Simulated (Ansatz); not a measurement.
# BH7OSi2: the cost of one run

Computed with Ansatz 0.2.0, Gaussian basis. Level: the settings change from run to run.

**1. The molecule**

An earlier PBE0-D4 in a triple-zeta def2 set relaxation fixed the geometry.

SMILES `[SiH3]BO[SiH3]`, 11 atoms, charge 0, spin multiplicity 1.

Atoms are counted from 1 here; the program's logs count them from 0.

Bond lengths: Si1–B2 2.031 Å, Si1–H5 1.489 Å, Si1–H6 1.492 Å, Si1–H7 1.492 Å, B2–O3 1.348 Å, B2–H8 1.209 Å, O3–Si4 1.662 Å, Si4–H9 1.481 Å, Si4–H10 1.485 Å, Si4–H11 1.481 Å. Angles: B2–Si1–H5 113.6°, B2–Si1–H6 109.7°, B2–Si1–H7 109.6°, H5–Si1–H6 108.4°, H5–Si1–H7 108.4°, H6–Si1–H7 106.9°, Si1–B2–O3 120.6°, Si1–B2–H8 120.7°, O3–B2–H8 118.6°, B2–O3–Si4 132.1°, O3–Si4–H9 107.8°, O3–Si4–H10 109.9°, O3–Si4–H11 107.8°, H9–Si4–H10 110.6°, H9–Si4–H11 110.1°, H10–Si4–H11 110.6°.

**2. LC-wPBE/cc-pVTZ-DK**

Set apart from the defaults: charge +1, multiplicity 2, atoms shaken by 0.03 Å, a grid of angular degree 23, the search for lower states set to off.

Input file in.yaml:

```yaml
crystal:
  periodic: [false, false, false]
  atoms:
    - {symbol: Si, position_ang: [-0.633095, 2.091694, 0.451298]}
    - {symbol: B, position_ang: [-0.443581, 0.131197, 0.338173]}
    - {symbol: O, position_ang: [0.547228, -0.467355, -0.378673]}
    - {symbol: Si, position_ang: [0.893130, -2.015932, -0.620445]}
    - {symbol: H, position_ang: [0.397744, 2.876504, -0.407689]}
    - {symbol: H, position_ang: [-0.473213, 2.609396, 1.829904]}
    - {symbol: H, position_ang: [-1.983924, 2.613800, -0.053280]}
    - {symbol: H, position_ang: [-1.189760, -0.541312, 0.985100]}
    - {symbol: H, position_ang: [0.743528, -2.275682, -2.075764]}
    - {symbol: H, position_ang: [0.011995, -2.931778, 0.128531]}
    - {symbol: H, position_ang: [2.290603, -2.258811, -0.171359]}
basis:
  gaussian: {orbitals: cc-pVTZ-DK, final_grid: {core_spheres: 8, valence_spheres: 7, degree: 23}}
total_charge: 1
magnetization: {spin_polarized: true, initial_magnetization: 1}
hamiltonian: {xc: {name: LC-wPBE}}
scf: {lower_state_search: off}
output: {forces: true}
```

The run is started by

```console
$ ansatz run in.yaml --threads 2 --pin off --events-out ev --progress --plain --max-ram 4352MiB
```

Q: Estimate wall time and peak memory on 2 threads of Arm Neoverse V2, shared host.

About 4.9 s, with a peak of 0.41 GiB.
